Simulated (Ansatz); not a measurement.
# AlAg: the cost of one run

All numbers are computed with Ansatz 0.2.0 through its Python package. Level of theory: DFT PBEsol+D4, plane waves, PAW.

### Step 1. The structure

AlAg P-6m2: Symmetry: P-6m2, No. 187, hexagonal system. The conventional cell has a = 2.926 Å, b = 2.926 Å, c = 4.428 Å, α = 90.00°, β = 90.00°, γ = 120.00°. Al (site symmetry -6m2) is surrounded by 6 Ag at 2.78 Å and 6 Al at 2.93 Å. Around Ag (site symmetry -6m2) lie 6 Al at 2.78 Å and 6 Ag at 2.93 Å.

Al3Ag Pm-3m: Symmetry: Pm-3m, No. 221, cubic system. The conventional cell has a = 4.082 Å, b = 4.082 Å, c = 4.082 Å, α = 90.00°, β = 90.00°, γ = 90.00°. Al (site symmetry 4/mmm) has 8 Al at 2.89 Å and 4 Ag at 2.89 Å as nearest neighbours. Ag (site symmetry m-3m) has 12 Al at 2.89 Å as nearest neighbours.

Al Fm-3m: It takes space group Fm-3m (No. 225, cubic). Conventional cell: a = 4.050 Å, b = 4.050 Å, c = 4.050 Å, α = 90.00°, β = 90.00°, γ = 90.00°. Al (site symmetry m-3m) is surrounded by 12 Al at 2.86 Å.

Ag Fm-3m: Symmetry: Fm-3m, No. 225, cubic system. Conventional cell: a = 4.085 Å, b = 4.085 Å, c = 4.085 Å, α = 90.00°, β = 90.00°, γ = 90.00°. Ag (site symmetry m-3m) is surrounded by 12 Ag at 2.89 Å.

The script holds or builds the structure itself.

### Step 2. The code

hull_alag.py reads:

```python
# -*- coding: utf-8 -*-
"""Convex hull of a few Al-Ag phases, after relaxing cells and atoms."""

from collections import Counter
import csv
import warnings

import ansatz as az
from pymatgen.analysis.phase_diagram import PDEntry, PhaseDiagram
from pymatgen.core import Composition

PHASES = {
    "AlAg P-6m2": (
        [[2.926387, 0.0, 0.0], [-1.463193, 2.534325, 0.0], [0.0, 0.0, 4.427604]],
        [
            ("Al", [0.0, 0.0, 0.5]),
            ("Ag", [2 / 3, 1 / 3, 0.0]),
        ],
    ),
    "Al3Ag Pm-3m": (
        [[4.081513, 0.0, 0.0], [0.0, 4.081513, 0.0], [0.0, 0.0, 4.081513]],
        [
            ("Al", [0.0, 0.5, 0.5]),
            ("Al", [0.5, 0.0, 0.5]),
            ("Al", [0.5, 0.5, 0.0]),
            ("Ag", [0.0, 0.0, 0.0]),
        ],
    ),
    "Al": (
        [[0.0, 2.024805, 2.024805], [2.024805, 0.0, 2.024805], [2.024805, 2.024805, 0.0]],
        [
            ("Al", [0.0, 0.0, 0.0]),
        ],
    ),
    "Ag": (
        [[0.0, 2.04275, 2.04275], [2.04275, 0.0, 2.04275], [2.04275, 2.04275, 0.0]],
        [
            ("Ag", [0.0, 0.0, 0.0]),
        ],
    ),
}


def build(vectors, sites):
    crystal = az.Crystal(lattice=az.Lattice.of(vectors))
    for symbol, position in sites:
        crystal = crystal.atom(symbol, position)
    return crystal


def solve(name, crystal):
    calc = crystal.calculation()
    calc = calc.functional("pbesol", dispersion="D4").basis(520)
    calc = calc.kpoints(spacing=0.14)
    calc = calc.occupations("cold", width=0.1)
    calc = calc.relax(force_tolerance=0.03, max_steps=60, cell=True)
    return calc.run()


def counts(outcome):
    return Counter(site.symbol for site in outcome.lattice.sites)

warnings.simplefilter("ignore", az.DeckWarning)

phases = {name: build(*cell) for name, cell in PHASES.items()}

done = {name: solve(name, crystal) for name, crystal in phases.items()}

entries = [PDEntry(Composition(dict(counts(o))), o.report["energy_sigma0_ev"], name=name) for name, o in done.items()]
diagram = PhaseDiagram(entries)
rows = [(e.name, e.composition.get_atomic_fraction("Ag"), diagram.get_form_energy_per_atom(e), diagram.get_e_above_hull(e)) for e in entries]
rows.sort(key=lambda row: row[1])
with open("hull.csv", "w", newline="") as handle:
    writer = csv.writer(handle)
    writer.writerow(["phase", "x(Ag)", "E_form (eV/atom)", "above hull (eV/atom)"])
    writer.writerows([round(v, 4) if isinstance(v, float) else v for v in row] for row in rows)
print(open("hull.csv").read())
print("on the hull of these phases:", ", ".join(row[0] for row in rows if row[3] < 1e-6))
```

### Step 3. What the engine is handed

The engine receives this input (first run):

```yaml
crystal:
  lattice:
    - [2.926387, 0.0, 0.0]
    - [-1.463193, 2.534325, 0.0]
    - [0.0, 0.0, 4.427604]
  atoms:
    - { symbol: Al, position: [0.0, 0.0, 0.5] }
    - { symbol: Ag, position: [0.6666666666666666, 0.3333333333333333, 0.0] }
basis:
  ecutwfc: 520.0
kpoints:
  mp_grid:
    kspacing: 0.14
hamiltonian:
  xc: pbesol
  dispersion: d4
scf:
  occupations:
    method: cold
    width: 0.1
relax:
  f_tol: 0.03
  max_steps: 60
  cell: {}
```

### Step 4. Launch

Launch:

```sh
> python hull_alag.py
```

Q: Estimate wall time and peak memory on 1 thread of Arm Neoverse V1, shared host.

About 1.8 min, with a peak of 0.62 GiB.
